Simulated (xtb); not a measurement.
**Si2PN2H7 (SMILES N[Si@@H]1N[SiH2][P@@H]1) at GFN2-xTB**

What is the energy change on altering one bond length of Si2PN2H7 at GFN2-xTB? 

The results are computed with xtb 6.7.1.

15 further runs of the same task are left out: 15 set aside as unsound or not needed.

## 1. The structure to begin with

Si2PN2H7 has 12 atoms, charge 0, and is taken as a singlet. As SMILES, `N[Si@@H]1N[SiH2][P@@H]1`. Geometry: relaxed at GFN2-xTB. This is one conformer, not always the lowest.

Bond lengths: N1–Si2 1.723 Å, Si2–N3 1.740 Å, N3–Si4 1.736 Å, Si2–P5 2.278 Å, Si4–P5 2.256 Å, N1–H6 1.006 Å, N1–H7 1.008 Å, Si2–H8 1.459 Å, N3–H9 1.007 Å, Si4–H10 1.464 Å, Si4–H11 1.462 Å, P5–H12 1.384 Å. Some angles: N1–Si2–N3 108.9°, N1–Si2–P5 123.7°, N3–Si2–P5 87.8°, Si2–N3–Si4 107.3°, N3–Si4–P5 88.6°, Si2–P5–Si4 76.3°, N1–Si2–H8 107.0°, N3–Si2–H8 114.8°, P5–Si2–H8 113.5°, Si2–N1–H6 117.9°.

## 2. Energy and forces at GFN2-xTB

File detailed.inp:

```
$chrg 0
$spin 0
$end
```

File input.xyz:

```xyz
12

N     -1.547040     1.438820     0.573680
Si    -1.009390    -0.134110     0.118700
N      0.492570    -0.473450     0.928630
Si     1.639590    -0.943360    -0.287030
P      0.047730    -0.590400    -1.846630
H     -2.481770     1.708320     0.318050
H     -0.919480     2.216980     0.446890
H     -2.093330    -1.061670     0.425030
H      0.634930    -0.478610     1.925630
H      2.799550    -0.051040    -0.300420
H      2.026190    -2.349870    -0.191960
H      0.410450     0.718390    -2.110570
```

Command:

```
$ xtb input.xyz --grad -I detailed.inp --json --parallel 1 | tee out.txt
```

The program printed:

```text
* xtb version 6.7.1
[...]
          :  # basis functions                  45          :
[...]
          :  # electrons                        30          :
[...]
          :  Hamiltonian                  GFN2-xTB          :
[...]
          :  net charge                          0          :
          :  unpaired electrons                  0          :
[...]
   *** convergence criteria satisfied after 14 iterations ***
[...]
         ::                     SUMMARY                     ::
         :::::::::::::::::::::::::::::::::::::::::::::::::::::
         :: total energy             -15.434967979641 Eh    ::
         :: gradient norm              0.000865864917 Eh/a0 ::
         :: HOMO-LUMO gap              3.862023301439 eV    ::
         ::.................................................::
         :: SCC energy               -15.587611191865 Eh    ::
         :: -> isotropic ES            0.055964519675 Eh    ::
         :: -> anisotropic ES          0.003373250413 Eh    ::
         :: -> anisotropic XC          0.003606952978 Eh    ::
         :: -> dispersion             -0.009870689230 Eh    ::
         :: repulsion energy           0.152643212224 Eh    ::
         :: add. restraining           0.000000000000 Eh    ::
         :: total charge               0.000000000000 e     ::
         :::::::::::::::::::::::::::::::::::::::::::::::::::::
[...]
        15        2.0000           -0.3524280              -9.5901 (HOMO)
        16                         -0.2105013              -5.7280 (LUMO)
[...]
     #   Z          covCN         q      C6AA      α(0)
     1   7 N        2.541    -0.405    30.530     8.206
     2  14 Si       3.935     0.536    95.830    18.721
     3   7 N        2.534    -0.444    31.658     8.356
     4  14 Si       4.035     0.501    96.646    18.799
     5  15 P        2.861    -0.432   181.193    24.190
     6   1 H        0.861     0.155     1.367     1.832
     7   1 H        0.861     0.169     1.278     1.771
     8   1 H        0.919    -0.076     4.792     3.424
     9   1 H        0.860     0.141     1.462     1.894
    10   1 H        0.918    -0.081     4.933     3.474
    11   1 H        0.919    -0.088     5.161     3.553
    12   1 H        0.977     0.022     2.693     2.564
[...]
molecular dipole:
                 x           y           z       tot (Debye)
 q only:       -0.036       0.412       0.818
   full:        0.019       0.681       0.767       2.607
molecular quadrupole (traceless):
[...]
          | TOTAL ENERGY              -15.434967979641 Eh   |
          | GRADIENT NORM               0.000865864917 Eh/α |
          | HOMO-LUMO GAP               3.862023301439 eV   |
           -------------------------------------------------
[...]
```

Standard error:

```text
normal termination of xtb
```

Wall time 0.033 s (1 thread of Intel Xeon 6975P-C (Granite Rapids), shared host).

## 3. The distorted shape at the same level

File .CHRG:

```
0
```

File .UHF:

```
0
```

File geom.xyz:

```xyz
12

N     -1.65585800     1.04617500     0.65286400
Si    -1.11820800    -0.52675500     0.19788400
N      0.38375200    -0.86609500     1.00781400
Si     1.53077200    -1.33600500    -0.20784600
P     -0.06108800    -0.98304500    -1.76744600
H     -2.59058800     1.31567500     0.39723400
H     -1.02829800     1.82433500     0.52607400
H     -2.20214800    -1.45431500     0.50421400
H      0.52611200    -0.87125500     2.00481400
H      2.69073200    -0.44368500    -0.22123600
H      1.91737200    -2.74251500    -0.11277600
H      0.41045000     0.71839000    -2.11057000
```

Command:

```
$ xtb geom.xyz --json --grad -P 1 > xtb.out 2> xtb.err
```

The program printed:

```text
* xtb version 6.7.1
[...]
          :  # basis functions                  45          :
[...]
          :  # electrons                        30          :
[...]
          :  Hamiltonian                  GFN2-xTB          :
[...]
          :  net charge                          0          :
          :  unpaired electrons                  0          :
[...]
   *** convergence criteria satisfied after 14 iterations ***
[...]
         ::                     SUMMARY                     ::
         :::::::::::::::::::::::::::::::::::::::::::::::::::::
         :: total energy             -15.407440185828 Eh    ::
         :: gradient norm              0.067433500253 Eh/a0 ::
         :: HOMO-LUMO gap              3.106207367395 eV    ::
         ::.................................................::
         :: SCC energy               -15.550398317862 Eh    ::
         :: -> isotropic ES            0.053891313469 Eh    ::
         :: -> anisotropic ES          0.004370256417 Eh    ::
         :: -> anisotropic XC          0.005034200520 Eh    ::
         :: -> dispersion             -0.010275729209 Eh    ::
         :: repulsion energy           0.142958132034 Eh    ::
         :: add. restraining           0.000000000000 Eh    ::
         :: total charge              -0.000000000000 e     ::
         :::::::::::::::::::::::::::::::::::::::::::::::::::::
[...]
        15        2.0000           -0.3520381              -9.5794 (HOMO)
        16                         -0.2378871              -6.4732 (LUMO)
[...]
     #   Z          covCN         q      C6AA      α(0)
     1   7 N        2.541    -0.404    30.522     8.205
     2  14 Si       3.935     0.526    96.070    18.744
     3   7 N        2.534    -0.450    31.832     8.379
     4  14 Si       4.035     0.492    96.880    18.821
     5  15 P        2.572    -0.255   175.663    24.043
     6   1 H        0.861     0.153     1.379     1.839
     7   1 H        0.861     0.170     1.273     1.768
     8   1 H        0.919    -0.077     4.820     3.434
     9   1 H        0.860     0.138     1.484     1.908
    10   1 H        0.918    -0.081     4.950     3.480
    11   1 H        0.919    -0.089     5.202     3.567
    12   1 H        0.688    -0.123     6.954     4.202
[...]
molecular dipole:
                 x           y           z       tot (Debye)
 q only:       -0.176      -0.041       0.778
   full:       -0.092       0.274       0.834       2.244
molecular quadrupole (traceless):
[...]
          | TOTAL ENERGY              -15.407440185828 Eh   |
          | GRADIENT NORM               0.067433500253 Eh/α |
          | HOMO-LUMO GAP               3.106207367395 eV   |
           -------------------------------------------------
[...]
```

Standard error:

```text
normal termination of xtb
```

Wall time 0.034 s (1 thread of Intel Xeon 6975P-C (Granite Rapids), shared host).

## 4. What came out

At GFN2-xTB:

| quantity | value |
| --- | --- |
| first shape: total energy | -15.43497 Eh |
| first shape: dipole moment | 2.61 D |
| first shape: HOMO energy | -9.59 eV |
| first shape: LUMO energy | -5.73 eV |
| first shape: HOMO–LUMO gap | 3.86 eV |
| first shape: dispersion energy | -25.92 kJ/mol |
| first shape: largest force on an atom | 0.029 eV/Å |
| first shape: mean polarisability (D4 model) | 96.8 bohr³ |
| distorted shape: total energy | -15.40744 Eh |
| distorted shape: dipole moment | 2.24 D |
| distorted shape: HOMO energy | -9.58 eV |
| distorted shape: LUMO energy | -6.47 eV |
| distorted shape: HOMO–LUMO gap | 3.11 eV |
| distorted shape: dispersion energy | -26.98 kJ/mol |
| distorted shape: largest force on an atom | 2.465 eV/Å |
| distorted shape: mean polarisability (D4 model) | 98.4 bohr³ |
| energy change with the P5–H12 bond stretched from 1.384 to 1.799 Å | 0.749 eV |

With the P5–H12 bond stretched from 1.384 to 1.799 Å the energy rises by 0.75 eV (17.3 kcal/mol). Mulliken charges (first shape) run from -0.44 on N3 to +0.54 on Si2. Mulliken charges (distorted shape) run from -0.45 on N3 to +0.53 on Si2.
